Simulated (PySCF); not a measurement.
# C7H7FO2: vibronic structure

Computed with PySCF 2.14.0 and routines of our own; the level stands in each step. Atoms count from 0.

## Step 1: The starting structure

17 atoms, charge 0, multiplicity 1; geometry from: GFN2-xTB.

## Step 2: Vibronic structure: TDDFT PBE/6-31G*

The job: settings as JSON, then the geometry in Å.

```
{"job": {"kind": "vib", "xc": "PBE", "basis": "6-31G*", "tda": false}, "charge": 0, "multiplicity": 1}
O      2.014411    -0.535962     1.778027
C      1.628266    -1.048267     0.766891
C      1.080353    -0.314316    -0.421973
C      0.812630     1.193846    -0.267432
C     -0.650106     0.984857    -0.723649
C     -1.617639     0.831871     0.429175
O     -2.369820     1.558123     0.996480
C     -1.298836    -0.672957     0.541620
F     -2.375771    -1.502578     0.390798
C     -0.416367    -0.542775    -0.720249
H      1.638532    -2.148576     0.633048
H      1.701335    -0.559580    -1.286546
H      1.394506     1.833263    -0.925110
H      0.917328     1.544149     0.757966
H     -0.980324     1.558096    -1.584351
H     -0.789582    -0.970576     1.464621
H     -0.695912    -1.196589    -1.540304
```

Level: TDDFT PBE/6-31G* vertical-gradient vibronic structure (displaced harmonic oscillators, Condon), gas phase.

The run is started by

```bash
OMP_NUM_THREADS=1 python excited_run.py task.json out
```

The driver reads the jobs from task.json and runs them one after another.

Q: Estimate the wall time and peak memory of this first job on 1 thread of Arm Neoverse V1, shared host.

About 43 s, with a peak of 0.69 GiB.
